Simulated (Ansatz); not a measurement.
# H10OSi4: the cost of one run

The runs use Ansatz 0.2.0, Gaussian basis; PBE0-D4/def2-TZVP structures, single points in def2-TZVPP, no counterpoise correction.

Levels: SPW92, PBE-D4, BLYP-D4, r2SCAN-D4, B97M-V, PBE0-D4, B3LYP-D4, r2SCAN0-D4, BHLYP-D4, CAM-B3LYP-D4, wB97X-V, wB97M-V, B2PLYP, PBE-QIDH, RPA on PBE, Hartree-Fock, MP2, CCSD, CCSD(T).

Cores are frozen in the correlated methods. B3LYP uses VWN-RPA correlation. B2PLYP carries no dispersion term here.

114 further runs of the same task are left out: 2 that didn't finish, 112 set aside as unsound or not needed.

### Step 1. Starting geometry

The complex: 20 atoms, charge 0, spin multiplicity 1.

Atoms are counted from 1 here; the program's logs count them from 0.

Bond lengths: Si1–Si2 2.349 Å, Si1–Si3 2.346 Å, Si1–Si4 2.340 Å, Si1–O5 1.683 Å, Si2–H10 1.487 Å, Si2–H11 1.487 Å, Si2–H12 1.490 Å, Si3–H13 1.489 Å, Si3–H14 1.489 Å, Si3–H15 1.488 Å, Si4–H16 1.488 Å, Si4–H17 1.488 Å, Si4–H18 1.488 Å, O5–H19 0.968 Å, H6–Cl7 1.337 Å, H8–O9 0.976 Å, O9–H20 0.961 Å. Angles: Si2–Si1–Si3 108.8°, Si2–Si1–Si4 109.2°, Si2–Si1–O5 111.8°, Si3–Si1–Si4 109.5°, Si3–Si1–O5 111.2°, Si4–Si1–O5 106.2°, Si1–Si2–H10 110.9°, Si1–Si2–H11 111.4°, Si1–Si2–H12 107.3°, H10–Si2–H11 109.4°, H10–Si2–H12 109.1°, H11–Si2–H12 108.7°, Si1–Si3–H13 110.5°, Si1–Si3–H14 108.6°, Si1–Si3–H15 111.4°, H13–Si3–H14 108.7°, H13–Si3–H15 108.7°, H14–Si3–H15 108.9° and more.

Geometry (Å):

```
Si   -0.57652   -0.31376   -0.03470
Si    0.78291   -0.98327    1.75982
Si   -2.82451   -0.45962    0.62202
Si   -0.20187   -1.73312   -1.85744
O    -0.19626    1.23870   -0.56312
H     2.12835    2.57074    0.40184
Cl    1.54376    2.98605    1.53036
H     1.51842    1.56869   -1.19075
O     2.43333    1.87915   -1.05081
H     2.22200   -0.81629    1.42593
H     0.46881   -0.21495    2.99325
H     0.50538   -2.42506    2.01190
H    -3.11255    0.51144    1.71327
H    -3.08422   -1.83597    1.12648
H    -3.74207   -0.18315   -0.51633
H    -0.50467   -3.12654   -1.43290
H     1.21683   -1.65920   -2.30163
H    -1.08105   -1.37653   -3.00373
H    -0.13746    1.89884    0.14266
H     2.64139    2.47404   -1.77573
```

Its parts: Si4H10O holds atoms 1, 2, 3, 4, 5, 10, 11, 12, 13, 14, 15, 16, 17, 18, 19; HCl holds atoms 6, 7; H2O holds atoms 8, 9, 20. Each part counts its atoms afresh in its own runs.

### Step 2. Relaxing Si4H10O alone

relax-a/in.yaml reads:

```yaml
crystal:
  periodic: [false, false, false]
  atoms:
    - {symbol: Si, position_ang: [-0.576525, -0.313758, -0.034701]}
    - {symbol: Si, position_ang: [0.782907, -0.983266, 1.759825]}
    - {symbol: Si, position_ang: [-2.824509, -0.459624, 0.622017]}
    - {symbol: Si, position_ang: [-0.201866, -1.733120, -1.857443]}
    - {symbol: O, position_ang: [-0.196257, 1.238703, -0.563125]}
    - {symbol: H, position_ang: [2.222001, -0.816287, 1.425934]}
    - {symbol: H, position_ang: [0.468810, -0.214950, 2.993249]}
    - {symbol: H, position_ang: [0.505382, -2.425057, 2.011904]}
    - {symbol: H, position_ang: [-3.112548, 0.511444, 1.713274]}
    - {symbol: H, position_ang: [-3.084225, -1.835970, 1.126483]}
    - {symbol: H, position_ang: [-3.742065, -0.183148, -0.516335]}
    - {symbol: H, position_ang: [-0.504674, -3.126538, -1.432901]}
    - {symbol: H, position_ang: [1.216831, -1.659202, -2.301629]}
    - {symbol: H, position_ang: [-1.081054, -1.376529, -3.003734]}
    - {symbol: H, position_ang: [-0.137459, 1.898836, 0.142665]}
basis:
  gaussian: {orbitals: def2-TZVP}
hamiltonian: {xc: pbe0, dispersion: d4}
relax: {f_tol: 0.005, max_steps: 200}
```

Launch:

```
$ ansatz run in.yaml --threads 4 --pin off --events-out ev --progress --plain --max-ram 46080MiB --backend cuda --devices 0, --max-vram 37GiB
```

**Question.** How long does this run take on 1 × a share of an NVIDIA H100 with 4 threads of AMD EPYC 7R13, shared host?

About 18 s.
